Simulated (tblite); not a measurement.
# C5H10OSSi2: the cost of one run

Computed with tblite 0.8.0 and PySCF 2.14.0, with density-fitted response routines of our own, on a single molecule in the gas phase. Atoms count from 0, in the outputs and in this text.

### 1 Starting geometry

19 atoms, charge 0, multiplicity 1; geometry from: force field or distance geometry start.

Bonds of the start (Å): C0–O1 1.43, O1–Si2 1.65, Si2–Si3 2.32, Si3–C4 1.87, C4–C5 1.38, C5–C6 1.42, C6–C7 1.37, C7–S8 1.71, S8–C4 1.72, C0–H9 1.10, C0–H10 1.10, C0–H11 1.08, Si2–H12 1.50, Si2–H13 1.49, Si3–H14 1.50, Si3–H15 1.47, C5–H16 1.09, C6–H17 1.09, C7–H18 1.08.

### 2 Geometry optimisation with GFN2-xTB

What the job is given:

```
{"job": {"kind": "relax", "xc": "GFN2-xTB", "basis": "xTB"}, "charge": 0, "multiplicity": 1}
C      4.278000     0.151300     0.178100
O      3.097300    -0.600500    -0.105300
Si     1.630200     0.151600     0.021300
Si    -0.114300    -1.282200    -0.530400
C     -1.744400    -0.392400    -0.292700
C     -2.706100    -0.418500     0.698100
C     -3.794600     0.457400     0.427400
C     -3.639400     1.122100    -0.761000
S     -2.190200     0.687800    -1.560900
H      4.264500     0.524000     1.214700
H      4.372500     0.986300    -0.525900
H      5.133800    -0.504300     0.059200
H      1.465600     0.659700     1.419800
H      1.642300     1.333500    -0.890800
H     -0.112400    -2.461100     0.391500
H      0.004000    -1.787600    -1.909300
H     -2.622500    -1.033300     1.591400
H     -4.652400     0.580400     1.081800
H     -4.321700     1.835300    -1.208700
```

The run is started by

```
> OMP_NUM_THREADS=1 python probes_run.py task.json out
```

One launch serves the whole session: the jobs run in the order shown.

Q: Estimate the wall time and peak memory of this first job on 1 thread of Arm Neoverse N1, shared host.

About 1.4 s, with a peak of 0.18 GiB.
